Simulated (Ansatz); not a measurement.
# CH7NSi2: the cost of one run

Program: Ansatz 0.2.0, Gaussian basis. Level of theory: the settings change from run to run. These are calculated values, not measurements.

## Step 1: The geometry

The structure was relaxed beforehand with PBE0-D4 in a triple-zeta def2 set.

SMILES `NC1[SiH2][SiH2]1`, 11 atoms, charge 0, spin multiplicity 1.

Atoms are counted from 1 here; the program's logs count them from 0.

Bond lengths: N1–C2 1.447 Å, N1–H5 1.012 Å, N1–H6 1.012 Å, C2–Si3 1.914 Å, C2–Si4 1.914 Å, C2–H7 1.097 Å, Si3–Si4 2.247 Å, Si3–H8 1.483 Å, Si3–H9 1.480 Å, Si4–H10 1.480 Å, Si4–H11 1.483 Å. Angles: C2–N1–H5 111.8°, C2–N1–H6 111.8°, H5–N1–H6 108.3°, N1–C2–Si3 114.9°, N1–C2–Si4 114.9°, N1–C2–H7 118.2°, Si3–C2–Si4 71.9°, Si3–C2–H7 114.2°, Si4–C2–H7 114.2°, C2–Si3–Si4 54.1°, C2–Si3–H8 116.3°, C2–Si3–H9 115.2°, Si4–Si3–H8 121.3°, Si4–Si3–H9 121.9°, H8–Si3–H9 113.7°, C2–Si4–Si3 54.1°, C2–Si4–H10 115.2°, C2–Si4–H11 116.3° and more.

## Step 2: PBE0-DH/aug-cc-pVDZ

Options: atoms shaken by 0.15 Å, a point charge of 2.00 e beside it.

The input, in.yaml:

```yaml
crystal:
  periodic: [false, false, false]
  atoms:
    - {symbol: N, position_ang: [-1.344861, 0.935175, -0.007080]}
    - {symbol: C, position_ang: [-0.064037, 0.522944, -0.092148]}
    - {symbol: Si, position_ang: [0.612533, -0.723146, 1.240605]}
    - {symbol: Si, position_ang: [0.733655, -0.884997, -0.818771]}
    - {symbol: H, position_ang: [-1.396366, 1.300935, -1.667858]}
    - {symbol: H, position_ang: [-1.770975, 1.384480, 0.483671]}
    - {symbol: H, position_ang: [0.930260, 1.352864, -0.253888]}
    - {symbol: H, position_ang: [1.789322, 0.029620, 2.013496]}
    - {symbol: H, position_ang: [-0.760890, -1.458684, 1.968413]}
    - {symbol: H, position_ang: [-0.172355, -1.668417, -1.821762]}
    - {symbol: H, position_ang: [1.947094, -1.001273, -1.285306]}
basis:
  gaussian: {orbitals: aug-cc-pVDZ, point_charges: [{charge: 2.00, position_ang: [5.920, 0.974, 0.403]}]}
hamiltonian: {xc: {name: PBE0-DH}}
```

On the command line:

```sh
$ ansatz run in.yaml --threads 2 --pin off --events-out ev --progress --plain --max-ram 4352MiB
```

**Question.** How long does this run take on 2 threads of Arm Neoverse V1, shared host, and how much memory does it need?

About 18 s, with a peak of 0.53 GiB.
